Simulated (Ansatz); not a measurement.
**C₂H₅Se radical: one species, many methods**

The task here is to estimate one member of a computed series from the others.

The runs use Ansatz 0.2.0, Gaussian basis; functionals in def2-TZVPP, the program's frozen cores in correlated methods.

The runs, in order: LDA (SPW92), PBE-D4, revPBE-D4, BLYP-D4, r2SCAN-D4, B97M-V, PBE0-D4, B3LYP-D4, r2SCANh-D4, r2SCAN0-D4, HSE06-D4, BHLYP-D4, CAM-B3LYP-D4, LC-ωPBE, ωB97X-V, ωB97M-V, B2PLYP, PBE-QIDH; CCSD(T)/def2-SVP; CCSD(T)/def2-TZVPP; MP2/def2-QZVPP; extrapolation to the limit; RPA on PBE.

## The relaxed structure

The geometry comes from an earlier relaxation with PBE0-D4 in a triple-zeta def2 set; it is a stationary point, not always the lowest conformer.

8 atoms, charge 0, spin multiplicity 2.

Atoms are counted from 1 here; the program's logs count them from 0.

Bond lengths: C1–C2 1.513 Å, C1–H4 1.095 Å, C1–H5 1.091 Å, C1–H6 1.091 Å, C2–Se3 1.941 Å, C2–H7 1.094 Å, C2–H8 1.094 Å. Angles: C2–C1–H4 110.5°, C2–C1–H5 111.1°, C2–C1–H6 111.1°, H4–C1–H5 108.1°, H4–C1–H6 108.1°, H5–C1–H6 107.7°, C1–C2–Se3 115.0°, C1–C2–H7 112.2°, C1–C2–H8 112.2°, Se3–C2–H7 105.4°, Se3–C2–H8 105.5°, H7–C2–H8 106.0°.

Set-up of the first run:

Contents of in.yaml:

```yaml
crystal:
  periodic: [false, false, false]
  atoms:
    - {symbol: C, position_ang: [-0.432889, 0.597321, -0.339789]}
    - {symbol: C, position_ang: [0.259006, -0.618926, 0.234735]}
    - {symbol: Se, position_ang: [2.013809, -0.281351, 0.993660]}
    - {symbol: H, position_ang: [-1.411578, 0.324319, -0.746996]}
    - {symbol: H, position_ang: [0.156827, 1.042790, -1.142735]}
    - {symbol: H, position_ang: [-0.584334, 1.361572, 0.424373]}
    - {symbol: H, position_ang: [0.412637, -1.399384, -0.516303]}
    - {symbol: H, position_ang: [-0.321277, -1.083341, 1.037355]}
basis:
  gaussian: {orbitals: def2-TZVPP}
magnetization: {spin_polarized: true, initial_magnetization: 1}
hamiltonian: {xc: lda}
output: {orbitals: {seedname: orbitals}}
```

Steps of the session up to this table: LDA; PBE-D4 (GGA); revPBE-D4 (GGA); BLYP-D4 (GGA); r2SCAN-D4 (meta-GGA); B97M-V (meta-GGA); PBE0-D4 (hybrid); B3LYP-D4 (hybrid); r2SCANh-D4 (hybrid); r2SCAN0-D4 (hybrid); HSE06-D4 (hybrid); BHLYP-D4 (hybrid); CAM-B3LYP-D4 (range-separated); LC-ωPBE-D4 (range-separated; the results give it without D4); ωB97X-V (range-separated); ωB97M-V (range-separated); B2PLYP (double hybrid); PBE-QIDH (double hybrid).

One of the session's tables, all rows but one given; the rest of the session is left out.

It belongs to the step «Orbital energies across the functionals». 

```
  functional  HOMO (eV)  LUMO (eV)  gap (eV)
 LDA (SPW92)      -5.24      -5.26     -0.02
      PBE-D4      -5.12      -4.83      0.29
   revPBE-D4      -5.07      -4.70      0.37
     BLYP-D4      -4.99      -4.85      0.14
   r2SCAN-D4      -5.37      -4.48      0.89
      B97M-V          ?          ?         ?
     PBE0-D4      -6.28      -3.73      2.54
    B3LYP-D4      -6.07      -4.15      1.92
  r2SCANh-D4      -5.80      -4.08      1.72
  r2SCAN0-D4      -6.44      -3.48      2.96
    HSE06-D4      -5.88      -4.11      1.76
    BHLYP-D4      -7.31      -2.71      4.60
CAM-B3LYP-D4      -7.62      -2.68      4.94
     LC-ωPBE      -9.00      -1.20      7.80
     ωB97X-V      -8.65      -1.67      6.98
     ωB97M-V      -8.47      -1.69      6.78
```

**Question.** Estimate the row for B97M-V.

The run gave: HOMO (eV): -5.45; LUMO (eV): -4.62; gap (eV): 0.82. In the column «HOMO (eV)» it lies between r2SCANh-D4 (-5.80) and r2SCAN-D4 (-5.37).

To keep in mind: A negative gap means that an empty level lies below a filled one: whole occupations of an open shell aren't an aufbau state there.
